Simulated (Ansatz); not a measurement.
This script drives the Python package of Ansatz (0.2.0).

`h4opsb_relaxed_scan.py`
```python
"""Relaxed scan of one distance in H4OPSb."""

import ansatz as az
from ase import Atoms
import numpy as np

atoms = Atoms(["O", "P", "Sb", "H", "H", "H", "H"], positions=[
    (-1.4331, -0.2332, -0.3534),
    (-0.2537, 0.718, -1.1933),
    (1.3297, 0.6659, 0.7167),
    (-1.0551, -1.0996, -0.2867),
    (0.3493, -0.4307, -1.882),
    (0.1421, 1.3129, 1.8294),
    (0.982, -1.0013, 1.1235),
])
h4opsb = az.Crystal.molecule_from_ase(atoms)

calc = (
    h4opsb.calculation()
    .basis(gaussian="def2-SVP")  # atom-centred Gaussian functions
    .functional("HF")
)
symbols = [site.symbol for site in h4opsb.cartesian_sites]
pairs = [(0, 1), (0, 3), (1, 2), (1, 4), (2, 5), (2, 6)]
print("held (A)   E (eV)        ", "  ".join(f"{symbols[i]}{i}-{symbols[j]}{j}" for i, j in pairs))
for length in [0.87, 0.95, 1.02, 1.14, 1.28]:
    r = calc.relax(constraints=[az.DistanceConstraint((0, 3), at=length)], force_tolerance=0.02, max_steps=60).run(threads=1, backend="cpu").report
    xyz = np.array(r["positions_ang"])
    print(f"{length:6.2f} {r['free_energy_ev']:14.5f}  ", "  ".join(f"{np.linalg.norm(xyz[i] - xyz[j]):.3f}" for i, j in pairs))
```

It is started by `python h4opsb_relaxed_scan.py`. How long does it take on 1 thread of Arm Neoverse V1, with other jobs on the host, and how much memory does it need?

It took about 100 s, with a peak of 0.23 GiB, for 5 runs of the engine.

```console
$ python h4opsb_relaxed_scan.py
held (A)   E (eV)         O0-P1  O0-H3  P1-Sb2  P1-H4  Sb2-H5  Sb2-H6
DeckWarning: relax.constraints: the input's atoms, or those drawn, lie off the distances that are held; a relaxation that starts there is brought onto them ahead of its first SCF, by positions alone, [...]
  0.87   -17877.70237   1.645  0.870  2.564  1.418  1.698  1.705
  0.95   -17877.90921   1.645  0.950  2.564  1.419  1.698  1.706
  1.02   -17877.76827   1.645  1.020  2.563  1.419  1.698  1.707
  1.14   -17877.15542   1.644  1.140  2.563  1.419  1.698  1.707
  1.28   -17876.19622   1.641  1.280  2.559  1.418  1.698  1.709
```
(Warnings from the package without file and line, shortened, repeats left out.)

What to keep in mind:
- Total energies depend on the basis set; only differences at equal settings carry meaning.
- The energies are electronic: no zero-point or thermal terms, and the basis set is short of its limit.
- def2 sets replace the cores of elements past krypton by effective core potentials.

(Lines on the test bed's own set-up are left out of the output.)
